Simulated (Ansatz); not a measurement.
CuSn3 in Ansatz: the effect of functional

The system is CuSn3.

```
Sn Cu
1.0
    -2.19418    2.19418    4.77127
     2.19418   -2.19418    4.77127
     2.19418    2.19418   -4.77127
Sn Cu
3 1
Direct
  0.50000 0.50000 0.00000
  0.25000 0.75000 0.50000
  0.75000 0.25000 0.50000
  0.00000 0.00000 0.00000
```

The cell comes from a database or a generator and needn't be the stable form of this composition.

The cell isn't the ideal one: volume scaled by 0.94.

Alike in all runs:

| Property | Result |
| --- | --- |
| Program | Ansatz 0.2.0 |
| Task | single point |
| Potentials or basis | Ansatz PAW |
| k mesh | 8 × 8 × 8 |
| Occupations | fermi-dirac, width 0.05 eV |
| Spin | no spin polarisation |

```tsv
functional	cutoff	pressure (GPa)
LDA	420 eV (not typed: the program's choice for these potentials)	?
r2SCAN	500 eV (not typed: the program's choice for these potentials)	0.6
PBE	420 eV (not typed: the program's choice for these potentials)	2.5
```

Task: What does the run with functional LDA give?

Result: Pressure -2.8 GPa.

Caveats: the PAW data sets come from PBE, with cores solved anew for the run's functional, which leaves a small shift of forces and pressure (some runs).
